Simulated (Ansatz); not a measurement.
# C2H4B2ClF: basis-set convergence

The task here is to estimate one member of a computed series from the others.

Computed with Ansatz 0.2.0, Gaussian basis. Level: one geometry, several basis sets.

Plan: PBE0-D4/def2-SVP; ωB97M-V/def2-SVP; PBE0-D4/def2-QZVPP; ωB97M-V/def2-QZVPP; the functionals' def2-TZVPP values are taken from earlier runs.

## Structure used throughout

An earlier PBE0-D4 in a triple-zeta def2 set relaxation fixed the geometry.

SMILES `FB1CB(Cl)C1`, 10 atoms, charge 0, spin multiplicity 1.

Atoms are counted from 1 here; the program's logs count them from 0.

Bond lengths: F1–B2 1.321 Å, B2–C3 1.573 Å, B2–C6 1.573 Å, C3–B4 1.572 Å, C3–H7 1.100 Å, C3–H8 1.086 Å, B4–Cl5 1.742 Å, B4–C6 1.572 Å, C6–H9 1.100 Å, C6–H10 1.086 Å. Angles: F1–B2–C3 130.1°, F1–B2–C6 130.1°, C3–B2–C6 97.7°, B2–C3–B4 77.2°, B2–C3–H7 106.8°, B2–C3–H8 126.3°, B4–C3–H7 106.2°, B4–C3–H8 125.3°, H7–C3–H8 110.2°, C3–B4–Cl5 130.2°, C3–B4–C6 97.8°, Cl5–B4–C6 130.2°, B2–C6–B4 77.2°, B2–C6–H9 106.8°, B2–C6–H10 126.3°, B4–C6–H9 106.2°, B4–C6–H10 125.3°, H9–C6–H10 110.2°.

The first run:

The input, in.yaml:

```yaml
crystal:
  periodic: [false, false, false]
  atoms:
    - {symbol: F, position_ang: [-2.101227, -0.917126, -0.322973]}
    - {symbol: B, position_ang: [-0.897996, -0.509172, 0.038007]}
    - {symbol: C, position_ang: [-0.445079, 0.832618, 0.723093]}
    - {symbol: B, position_ang: [0.708323, 0.563018, -0.310063]}
    - {symbol: Cl, position_ang: [1.609317, 1.672943, -1.305318]}
    - {symbol: C, position_ang: [0.521751, -0.992468, -0.437010]}
    - {symbol: H, position_ang: [-0.040875, 0.565067, 1.710462]}
    - {symbol: H, position_ang: [-1.025889, 1.747620, 0.791073]}
    - {symbol: H, position_ang: [1.017807, -1.433396, 0.440118]}
    - {symbol: H, position_ang: [0.736969, -1.580205, -1.324390]}
basis:
  gaussian: {orbitals: def2-SVP}
hamiltonian: {xc: pbe0, dispersion: d4}
output: {orbitals: {seedname: orbitals}}
```

Among the steps run: PBE0-D4 in def2-SVP; ωB97M-V in def2-SVP; PBE0-D4 in def2-QZVPP; ωB97M-V in def2-QZVPP.

One table of the session follows, with a row left open; its other results are not shown here.

It belongs to the step «Functionals by basis». 

```
functional       basis  HOMO (eV)
   PBE0-D4    def2-SVP      -7.87
   PBE0-D4  def2-TZVPP      -7.98
   PBE0-D4  def2-QZVPP      -7.99
   ωB97M-V    def2-SVP          ?
   ωB97M-V  def2-TZVPP     -10.21
   ωB97M-V  def2-QZVPP     -10.24
```

Q: Estimate the row for ωB97M-V, def2-SVP from the others.

**Answer.** HOMO (eV): -10.09. In the column «HOMO (eV)» it lies between ωB97M-V, def2-TZVPP (-10.21) and PBE0-D4, def2-QZVPP (-7.99).
